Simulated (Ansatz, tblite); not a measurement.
# CdSiN2 with GFN1-xTB from a Python script

These are simulated results from tblite 0.8.0, not measurements. The cell was built from a prototype and was relaxed with r2SCAN in plane waves (Ansatz 0.2.0). It may be hypothetical. All runs are without spin polarisation.

Space group P-4m2 (No. 115), tetragonal; conventional cell a = 3.089 Å, c = 10.316 Å, 12.31 Å³ an atom. Cd is surrounded by 4 N at 2.10–2.47 Å; N is surrounded by 4 Cd at 2.10 Å; N is surrounded by 2 Si at 1.71 Å and 2 Cd at 2.47 Å; Si is surrounded by 4 N at 1.71–1.88 Å; N is surrounded by 4 Si at 1.88 Å.

tblite solves periodic systems at the zone centre alone, so the script builds a cluster of 3×3×1 conventional cells (72 atoms), which folds in a coarse mesh of k points.

Input script:

```python
import json
from ase import Atoms
from ase.build import make_supercell
from ase.units import Bohr, GPa, Hartree
from tblite.interface import Calculator

atoms = Atoms(['Cd', 'N', 'Cd', 'N', 'Si', 'N', 'Si', 'N'],
              cell=[[3.0893485, 0.0, 0.0], [0.0, 3.0893485, 0.0], [0.0, 0.0, 10.3158758]],
              scaled_positions=[[0.5, 0.0, 0.861623209], [0.5, 0.5, 0.0], [0.0, 0.5, 0.138376791], [0.0, 0.0, 0.32471021], [0.5, 0.0, 0.39567554], [0.5, 0.5, 0.5], [0.0, 0.5, 0.60432446], [0.0, 0.0, 0.67528979]],
              pbc=True)
cluster = make_supercell(atoms, [[3, 0, 0], [0, 3, 0], [0, 0, 1]])
calc = Calculator('GFN1-xTB', cluster.numbers, cluster.positions / Bohr, lattice=cluster.cell[:] / Bohr, periodic=cluster.pbc)
calc.set('temperature', 0.02 / Hartree)
calc.set('max-iter', 150)
res = calc.singlepoint()
levels = res.get('orbital-energies') * Hartree
nv = round(res.get('orbital-occupations').sum() / 2)
cells = len(cluster) // len(atoms)
out = {'energy_per_cell': res.get('energy') * Hartree / cells, 'homo': levels[nv - 1], 'lumo': levels[nv],
       'stress': (-res.get('virial') * Hartree / cluster.get_volume() / GPa).tolist(), 'charges': res.get('charges')[:len(atoms)].tolist(), 'electrons': 2 * nv / cells}
json.dump(out, open('results.json', 'w'))
for key, value in out.items():
    print(key, value)
```

Command: `python run.py`. It took 3.7 s on 1 thread of Arm Neoverse V2, with other jobs on the host, peak memory 0.11 GiB.

What it printed:

```
------------------------------------------------------------
  cycle        total energy    energy error   density error
------------------------------------------------------------
      1     -131.2585424794  -1.3161828E+02   1.0890045E+00
      2     -51.80513486161   7.9453408E+01   1.4734510E+00
      3     -151.6311570259  -9.9826022E+01   5.4699201E-01
      4     -110.2784698648   4.1352687E+01   8.4032489E-01
      5     -159.4529571838  -4.9174487E+01   2.8817626E-01
      6     -162.4708631505  -3.0179060E+00   1.3403478E-01
      7     -162.7755494591  -3.0468631E-01   1.0712574E-01
      8     -162.7865215881  -1.0972129E-02   1.0969749E-01
      9     -162.9567922362  -1.7027065E-01   9.6108178E-02
     10     -163.1685631672  -2.1177093E-01   5.2627685E-02
     11     -163.2607495783  -9.2186411E-02   2.9927537E-02
     12     -163.2435618052   1.7187773E-02   4.0288870E-02
     13     -163.2820468687  -3.8485063E-02   2.1065560E-02
     14     -163.2792060977   2.8407709E-03   2.4540072E-02
     15     -163.2987030148  -1.9496917E-02   1.0828635E-02
     16     -163.3015451920  -2.8421772E-03   5.8111361E-03
     17     -163.3026375276  -1.0923356E-03   1.6808989E-03
     18     -163.3027305629  -9.3035366E-05   6.5268595E-04
     19     -163.3024415485   2.8901438E-04   3.1165701E-03
     20     -163.3027363092  -2.9476068E-04   4.3311610E-04
     21     -163.3027365673  -2.5811161E-07   4.2556086E-04
     22     -163.3027416881  -5.1207923E-06   1.6037938E-04
     23     -163.3027426238  -9.3562110E-07   5.3091195E-05
     24     -163.3027427591  -1.3530337E-07   1.6744907E-05
------------------------------------------------------------

 total:                                   3.193 sec
energy_per_cell -493.7437746727514
homo -12.831455054486277
lumo -12.831454498735027
stress [[12.776054970503884, -1.3335402639362548e-06, -2.604076930043084e-06], [-1.3335402640024002e-06, 12.77606788388115, 2.7651664179448727e-06], [-2.6040769287983293e-06, 2.765166418081201e-06, 26.869900582877722]]
charges [0.11270660117156417, -0.2028207070904604, 0.11273280257242735, -0.3007535408750559, 0.3903320689823375, -0.20182556290007692, 0.3903341119807855, -0.30074587098873407]
electrons 32.0
```

The cycle table is in hartree for the whole cluster, and the lines after it are in eV (the energy for one cell). The printed stress is in GPa and positive in compression, and the pressure is its mean diagonal.

GFN1-xTB gives no gap at the points read. On the same cell, plane-wave PBE (Ansatz, 8×8×4 k points and the special points) gives no gap (an overlap of 0.41 eV at the points read) and r2SCAN no gap (an overlap of 0.42 eV at the points read); on shared hosts these took about 20 and 45 core-seconds on the 8-atom cell, against 3.7 for the script.

The same script was run on cells scaled at fixed shape and fractional coordinates:

| volume (Å³/atom) | energy (meV/atom) | pressure (GPa, positive in compression) | gap (eV) |
| --- | --- | --- | --- |
| 10.83 | 281.7 | 46.67 | 0.00 |
| 11.57 | 107.5 | 29.80 | 0.00 |
| 12.31 | 0.0 | 17.47 | 0.00 |
| 13.05 | -58.4 | 8.33 | 0.00 |
| 13.78 | -80.3 | 1.47 | 0.00 |

The minimum lies beyond the largest of these volumes.

xTB was fitted mostly to molecules, and a small cluster samples few k points, so gaps, pressures and kinks along a curve can be far from a solid's.

Spin-orbit coupling is left out.
